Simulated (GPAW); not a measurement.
Write an ASE script for GPAW 26.7.0 that does the following.

```yaml
Task: band structure
Functional: PBEsol
Potentials_or_basis: PAW data sets generated in the run's folder for this functional
Cutoff: 600 eV
Basis: pw
k_mesh: 8 × 8 × 2
Occupations: fermi-dirac, width 0.05 eV
Spin: collinear spin, ferromagnetic start
Starting_moments: "[1.0, 1.0, 0.0, 0.6, 0.0] μB"
Ranks: 8
Maxiter: 150
Band_path: GMKGALHA,LM,KH
Band_points: 80
```

NiMoIrPdW:

```
Ni Mo Pd Ir W
1.0
     2.76078    0.00000    0.00000
    -1.38039    2.39090    0.00000
     0.00000    0.00000   11.34051
Ni Mo Pd Ir W
1 1 1 1 1
Cartesian
  0.0000 0.0000 8.0423
  1.3804 0.7970 3.3369
  1.3804 0.7970 10.1952
  0.0000 0.0000 1.2025
  1.3804 0.7970 6.0015
```

The cell was built by a generator and needn't be a form met in nature.

The input as run:

run.py

```python
from ase import Atoms
from ase.dft.bandgap import bandgap
from ase.io import write
from ase.units import GPa
from ase.parallel import parprint
from gpaw import GPAW, PW, setup_paths

setup_paths.insert(0, '.')

atoms = Atoms(['Ni', 'Mo', 'Pd', 'Ir', 'W'],
              cell=[[2.760777569, 0.0, 0.0],
                    [-1.3803887845, 2.3909035089, 0.0],
                    [0.0, 0.0, 11.34051]],
              scaled_positions=[[0.0, 0.0, 0.70917],
                                [0.6666666667, 0.3333333333, 0.29425],
                                [0.6666666667, 0.3333333333, 0.89901],
                                [0.0, 0.0, 0.10604],
                                [0.6666666667, 0.3333333333, 0.52921]],
              pbc=True)
atoms.set_initial_magnetic_moments([1.0, 1.0, 0.0, 0.6, 0.0])

calc = GPAW(mode=PW(600),
            xc='PBEsol',
            kpts={'size': (8, 8, 2), 'gamma': True},
            occupations={'name': 'fermi-dirac', 'width': 0.05},
            nbands=64,
            convergence={'density': 1e-05, 'energy': 1e-05},
            maxiter=150,
            txt='gpaw.txt')
atoms.calc = calc
energy = atoms.get_potential_energy()
forces = atoms.get_forces()
stress = atoms.get_stress()
calc.write('gs.gpw')
write('result.traj', atoms)
parprint(f'Energy: {energy:.6f} eV')
parprint('Forces (eV/A):')
parprint(forces.round(4))
parprint('Stress (GPa):', (stress / GPa).round(3))
parprint('Moments:', calc.get_magnetic_moments().round(3))
parprint('Fermi level:', round(calc.get_fermi_level(), 4), 'eV')
parprint(f'Gap: {bandgap(calc)[0]:.4f} eV, direct: {bandgap(calc, direct=True)[0]:.4f} eV')

path = atoms.cell.bandpath('GMKGALHA,LM,KH', npoints=80, eps=1e-4)
bs_calc = calc.fixed_density(kpts=path, symmetry='off', nbands=87,
                             convergence={'bands': 'CBM+6.0', 'eigenstates': 1e-6}, txt='bands.txt')
bs = bs_calc.band_structure()
bs.write('bs.json')
parprint(f'Gap on the path: {bandgap(bs_calc)[0]:.4f} eV')
```

Potentials or basis: PAW data sets generated in the run's folder for this functional, pw.

Command:

```bash
$ gpaw-setup -f PBEsol Ir Mo Ni Pd W
$ OMP_NUM_THREADS=1 mpirun -n 8 gpaw python run.py
```

It gave:

* Pressure: -8.8 GPa
* Largest force: 0.185 eV/Å
* Band gap along the path: none (metal or under the smearing width)
* Net moment: 0.00 μB per cell

Caveat: the stock nickel data set gives pressures a few GPa off other programs; spin-orbit coupling is left out, which moves the levels of the heavy elements.

Wall time 64 s on 8 MPI ranks on Intel(R) Xeon(R) 6975P-C (Granite Rapids), on a shared host, peak memory 0.39 GiB a rank.
